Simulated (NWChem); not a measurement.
**the pair AlH2O2F···SiH3F, step by step**

Wanted: the energy (singlet AlSiH5O2F2, revPBE-D3(BJ)/STO-3G), then a single-point energy (singlet AlH2O2F, revPBE-D3(BJ)/STO-3G), then a single-point energy (singlet SiH3F, revPBE-D3(BJ)/STO-3G), then a single-point energy (singlet AlH2O2F, revPBE-D3(BJ)/STO-3G), then a single-point energy (singlet SiH3F, revPBE-D3(BJ)/STO-3G) of AlF2H5O2Si and its partners. 

Program for the calculation: NWChem 7.3.0.

## (1) The structure to begin with

AlSiH5O2F2: 11 atoms, total charge 0, spin state singlet. The two molecules were placed rigidly side by side, at 0.9 times their contact distance; the pair isn't optimised.

Bond lengths: O1–Al2 1.680 Å, Al2–O3 1.680 Å, Al2–F4 1.647 Å, F7–Si8 1.600 Å, O1–H5 0.955 Å, O3–H6 0.955 Å, Si8–H9 1.482 Å, Si8–H10 1.482 Å, Si8–H11 1.482 Å. Some angles: O1–Al2–O3 118.5°, O1–Al2–F4 120.7°, O3–Al2–F4 120.7°, Al2–O1–H5 122.9°, Al2–O3–H6 122.9°, F7–Si8–H9 108.3°, F7–Si8–H10 108.3°, F7–Si8–H11 108.3°, H9–Si8–H10 110.6°, H9–Si8–H11 110.6°.

## (2) A single-point energy at revPBE-D3(BJ)/STO-3G (run 1)

alf2h5o2si.nw

```
start alf2h5o2si
memory total 2200 mb
geometry units au noautosym nocenter noautoz
  O  -1.09534195  2.52896378 -1.26815741
  Al -0.09926731 -0.25479177 -0.11296783
  O   1.98604547 -0.24364239  2.28037031
  F  -1.14428586 -2.93612417 -1.30047172
  H  -2.27774359  2.66105564 -2.62554768
  H   2.63063105 -1.75542329  3.02681213
  F  -6.98595843 -0.97186725 -8.90852800
  Si -4.50302838  0.13375482 -7.58417014
  H  -2.48073797 -1.79546659 -7.75481241
  H  -5.10713603  0.69267911 -4.90794000
  H  -3.75169217  2.46973976 -8.93256532
end
basis spherical bse
  O library STO-3G
  Al library STO-3G
  F library STO-3G
  H library STO-3G
  Si library STO-3G
end
dft
  xc revpbe cpbe96
  mult 1
  disp vdw 4
  grid fine
  convergence energy 1e-08
  iterations 100
  mulliken
  noprint "final vectors analysis"
end
task dft energy
```

Started as:

```bash
$ nwchem alf2h5o2si.nw > alf2h5o2si.out
```

The program printed, shortened:

```text
[...]
          Wavefunction type:  closed shell.
          No. of atoms     :    11
          No. of electrons :    66
[...]
          Charge           :     0
          Spin multiplicity:     1
[...]
          AO basis - number of functions:    43
[...]
              XC Information
              --------------
                        RevPBE Exchange Functional  1.000
            Perdew 1991 LDA Correlation Functional  1.000 local
           PerdewBurkeErnz. Correlation Functional  1.000 non-local
[...]
 d= 0,ls=0.0,diis     1   -873.3178604360 -1.21D+03  8.47D-02  1.37D+00     0.8
[...]
 d= 0,ls=0.0,diis    11   -873.6309466399 -6.55D-10  4.18D-07  1.61D-10     6.1
         Total DFT energy =     -873.630946639921
      One electron energy =    -1892.213033206822
           Coulomb energy =      762.249376811141
    Exchange-Corr. energy =      -80.082181528160
 Nuclear repulsion energy =      336.429449082077
    Dispersion correction =       -0.014557798157
[...]
      Total Density - Mulliken Population Analysis
     ---------------------------------------------
    Atom       Charge   Shell Charges
 -----------   ------   -------------------------------------------------------
    1 O    8     8.46   2.00  1.83  4.63
    2 Al  13    12.16   2.00  1.97  5.79  0.86  1.54
    3 O    8     8.46   2.00  1.83  4.63
    4 F    9     9.27   2.00  1.96  5.31
    5 H    1     0.83   0.83
    6 H    1     0.83   0.83
    7 F    9     9.22   2.00  1.97  5.25
    8 Si  14    13.38   2.00  1.98  5.87  1.24  2.28
    9 H    1     1.13   1.13
   10 H    1     1.14   1.14
[...]
```

Run time: 6.9 s. Hardware: 1 thread of Intel Xeon Platinum 8559C (Emerald Rapids), shared host; peak memory 0.13 GiB.

## (3) AlH2O2F: the energy at revPBE-D3(BJ)/STO-3G (run 2)

sp.nw

```
start sp
title "AlFH2O2 energy"
memory total 2200 mb

geometry units atomic noautosym nocenter noautoz
  O     -1.09534195     2.52896378    -1.26815741
  Al    -0.09926731    -0.25479177    -0.11296783
  O      1.98604547    -0.24364239     2.28037031
  F     -1.14428586    -2.93612417    -1.30047172
  H     -2.27774359     2.66105564    -2.62554768
  H      2.63063105    -1.75542329     3.02681213
end

basis spherical bse
  * library STO-3G
end

dft
  xc revpbe cpbe96
  mult 1
  disp vdw 4
  grid fine
  convergence energy 1e-08
  maxiter 100
  mulliken
  print low
end

task dft energy
```

Started as:

```bash
$ nwchem sp.nw > sp.out
```

The program printed, shortened:

```text
[...]
 d= 0,ls=0.0,diis     1   -487.1726087788 -6.49D+02  1.07D-01  1.00D+00     0.3
[...]
 d= 0,ls=0.0,diis    10   -487.3944623581 -2.59D-11  5.03D-07  1.06D-10     2.0
         Total DFT energy =     -487.394462358110
      One electron energy =    -1004.277187873070
           Coulomb energy =      403.006710090078
    Exchange-Corr. energy =      -47.477723548029
 Nuclear repulsion energy =      161.360137300448
    Dispersion correction =       -0.006398327537
[...]
      Total Density - Mulliken Population Analysis
     ---------------------------------------------
    Atom       Charge   Shell Charges
 -----------   ------   -------------------------------------------------------
    1 O    8     8.46   2.00  1.83  4.63
    2 Al  13    12.16   2.00  1.97  5.79  0.86  1.54
    3 O    8     8.46   2.00  1.83  4.63
    4 F    9     9.27   2.00  1.96  5.31
    5 H    1     0.83   0.83
    6 H    1     0.83   0.83
[...]
```

It took 2.6 s on 1 thread of Intel Xeon Platinum 8559C (Emerald Rapids), shared host; peak memory 0.12 GiB.

## (4) SiH3F: the energy at revPBE-D3(BJ)/STO-3G (run 3)

calc.nw

```
start calc
memory stack 880 mb heap 220 mb global 1100 mb
charge 0

geometry units au noautosym nocenter noautoz
 F  -6.98595843 -0.97186725 -8.90852800
 Si -4.50302838  0.13375482 -7.58417014
 H  -2.48073797 -1.79546659 -7.75481241
 H  -5.10713603  0.69267911 -4.90794000
 H  -3.75169217  2.46973976 -8.93256532
end

basis spherical bse
 * library STO-3G
end

dft
 xc revpbe cpbe96
 disp vdw 4
 grid fine
 convergence energy 1e-08
 maxiter 100
 mulliken
 print low
end

task dft energy
```

Started as:

```bash
$ nwchem calc.nw > calc.out
```

The program printed, shortened:

```text
[...]
 d= 0,ls=0.0,diis     1   -386.1450434835 -4.49D+02  1.33D-01  3.58D-01     0.2
[...]
 d= 0,ls=0.0,diis     7   -386.2337621664 -9.49D-10  1.29D-07  1.09D-12     0.9
         Total DFT energy =     -386.233762166378
      One electron energy =     -664.091928411051
           Coulomb energy =      247.425719612360
    Exchange-Corr. energy =      -32.605325996550
 Nuclear repulsion energy =       63.042776393312
    Dispersion correction =       -0.005003764449
[...]
      Total Density - Mulliken Population Analysis
     ---------------------------------------------
    Atom       Charge   Shell Charges
 -----------   ------   -------------------------------------------------------
    1 F    9     9.22   2.00  1.97  5.26
    2 Si  14    13.38   2.00  1.98  5.87  1.24  2.28
    3 H    1     1.13   1.13
    4 H    1     1.13   1.13
    5 H    1     1.13   1.13
[...]
```

Wall time 1.4 s (1 thread of Intel Xeon Platinum 8559C (Emerald Rapids), shared host); peak memory 0.12 GiB.

## (5) AlH2O2F among ghost functions: a single-point energy at revPBE-D3(BJ)/STO-3G (with ghost functions) (run 4)

struct.nw

```
start struct
title "AlFH2O2"
memory total 2200 mb
geometry units angstroms noautosym nocenter noautoz
  O       -0.579630       1.338270      -0.671080
  Al      -0.052530      -0.134830      -0.059780
  O        1.050970      -0.128930       1.206720
  F       -0.605530      -1.553730      -0.688180
  H       -1.205330       1.408170      -1.389380
  H        1.392070      -0.928930       1.601720
  bqF     -3.696810    -0.514290    -4.714190
  bqSi    -2.382900     0.070780    -4.013370
  bqH     -1.312750    -0.950120    -4.103670
  bqH     -2.702580     0.366550    -2.597170
  bqH     -1.985310     1.306930    -4.726910
end
basis "ao basis" spherical bse
  O library STO-3G
  Al library STO-3G
  F library STO-3G
  H library STO-3G
  bqF library F STO-3G
  bqSi library Si STO-3G
  bqH library H STO-3G
end
dft
  xc revpbe cpbe96
  disp vdw 4
  grid fine
  convergence energy 1e-08
  maxiter 100
  mulliken
  print low
end
task dft energy
```

Started as:

```bash
$ nwchem struct.nw > struct.out
```

The program printed, shortened:

```text
[...]
 d= 0,ls=0.0,diis     1   -487.1729511688 -6.49D+02  6.49D-02  1.00D+00     0.8
[...]
 d= 0,ls=0.0,diis    10   -487.3948786271 -3.80D-10  1.69D-07  1.90D-11     5.2
         Total DFT energy =     -487.394878627125
      One electron energy =    -1004.261695605519
           Coulomb energy =      402.989444721317
    Exchange-Corr. energy =      -47.476378326428
 Nuclear repulsion energy =      161.360148911420
    Dispersion correction =       -0.006398327915
[...]
      Total Density - Mulliken Population Analysis
     ---------------------------------------------
    Atom       Charge   Shell Charges
 -----------   ------   -------------------------------------------------------
    1 O    8     8.46   2.00  1.83  4.63
    2 Al  13    12.16   2.00  1.97  5.79  0.86  1.54
    3 O    8     8.46   2.00  1.83  4.63
    4 F    9     9.27   2.00  1.96  5.31
    5 H    1     0.83   0.83
    6 H    1     0.83   0.83
    7 X    0     0.00   0.00  0.00  0.00
    8 X    0     0.00   0.00  0.00 -0.00  0.00  0.00
    9 X    0     0.00   0.00
   10 X    0     0.00   0.00
[...]
```

Run time: 5.7 s. Hardware: 1 thread of Intel Xeon Platinum 8559C (Emerald Rapids), shared host; peak memory 0.13 GiB.

## (6) SiH3F among ghost functions: the energy at revPBE-D3(BJ)/STO-3G (with ghost functions) (run 5)

fh3si.nw

```
start fh3si
title "FH3Si revPBE"
memory 2200 mb

geometry noautosym nocenter noautoz
  F       -3.696810      -0.514290      -4.714190
  Si      -2.382900       0.070780      -4.013370
  H       -1.312750      -0.950120      -4.103670
  H       -2.702580       0.366550      -2.597170
  H       -1.985310       1.306930      -4.726910
  bqO     -0.579630     1.338270    -0.671080
  bqAl    -0.052530    -0.134830    -0.059780
  bqO      1.050970    -0.128930     1.206720
  bqF     -0.605530    -1.553730    -0.688180
  bqH     -1.205330     1.408170    -1.389380
  bqH      1.392070    -0.928930     1.601720
end

basis spherical bse
  F library STO-3G
  Si library STO-3G
  H library STO-3G
  bqO library O STO-3G
  bqAl library Al STO-3G
  bqF library F STO-3G
  bqH library H STO-3G
end

dft
  xc revpbe cpbe96
  disp vdw 4
  grid fine
  convergence energy 1e-08
  maxiter 100
  mulliken
  print low
end

task dft energy
```

Started as:

```bash
$ nwchem fh3si.nw > fh3si.out
```

The program printed, shortened:

```text
[...]
 d= 0,ls=0.0,diis     1   -386.1454135676 -4.49D+02  5.26D-02  3.59D-01     0.7
[...]
 d= 0,ls=0.0,diis     7   -386.2342305972 -1.08D-09  6.87D-07  9.68D-11     3.4
         Total DFT energy =     -386.234230597232
      One electron energy =     -664.075020777384
           Coulomb energy =      247.406637007632
    Exchange-Corr. energy =      -32.603623978241
 Nuclear repulsion energy =       63.042780915366
    Dispersion correction =       -0.005003764604
[...]
      Total Density - Mulliken Population Analysis
     ---------------------------------------------
    Atom       Charge   Shell Charges
 -----------   ------   -------------------------------------------------------
    1 F    9     9.22   2.00  1.97  5.26
    2 Si  14    13.38   2.00  1.98  5.87  1.24  2.28
    3 H    1     1.13   1.13
    4 H    1     1.13   1.13
    5 H    1     1.13   1.13
    6 X    0    -0.00  -0.00 -0.00 -0.00
    7 X    0     0.00   0.00  0.00 -0.00  0.00  0.00
    8 X    0     0.00   0.00  0.00  0.00
    9 X    0     0.00   0.00  0.00  0.00
   10 X    0     0.00   0.00
[...]
```

It took 4.2 s on 1 thread of Intel Xeon Platinum 8559C (Emerald Rapids), shared host; peak memory 0.13 GiB.

## (7) Outcome

```
                                                                                                                    quantity          value
                                                                                   run 1, revPBE-D3(BJ)/STO-3G: total energy  -873.63095 Eh
                                                                                  run 1, revPBE-D3(BJ)/STO-3G: dipole moment         1.07 D
                                                                              run 1, revPBE-D3(BJ)/STO-3G: dispersion energy  -38.22 kJ/mol
                                                                                                       AlH2O2F: total energy  -487.39446 Eh
                                                                                                  AlH2O2F: dispersion energy  -16.80 kJ/mol
                                                                                                         SiH3F: total energy  -386.23376 Eh
                                                                                                    SiH3F: dispersion energy  -13.14 kJ/mol
                                                                                 AlH2O2F among ghost functions: total energy  -487.39488 Eh
                                                                            AlH2O2F among ghost functions: dispersion energy  -16.80 kJ/mol
                                                                                   SiH3F among ghost functions: total energy  -386.23423 Eh
                                                                              SiH3F among ghost functions: dispersion energy  -13.14 kJ/mol
              interaction energy of the rigid parts AlH2O2F and SiH3F (parts in their own basis; closest atoms 2.19 Å apart)      -0.074 eV
interaction energy of the rigid parts AlH2O2F and SiH3F (parts in the whole basis, counterpoise; closest atoms 2.19 Å apart)      -0.050 eV
```

The interaction energy of the rigid parts AlH2O2F and SiH3F (parts in their own basis; closest atoms 2.19 Å apart) is −0.07 eV (−1.7 kcal/mol): the parts attract. Without counterpoise this holds the superposition error of the basis. The interaction energy of the rigid parts AlH2O2F and SiH3F (parts in the whole basis, counterpoise; closest atoms 2.19 Å apart) is −0.05 eV (−4.8 kJ/mol): the parts attract. The basis-set superposition error is 2.3 kJ/mol. Mulliken charges (run 1, revPBE-D3(BJ)/STO-3G) run from -0.46 on O1 to +0.84 on Al2. Mulliken charges (AlH2O2F) run from -0.46 on O1 to +0.84 on Al2. Mulliken charges (SiH3F) run from -0.22 on F1 to +0.62 on Si2; they depend strongly on the basis.
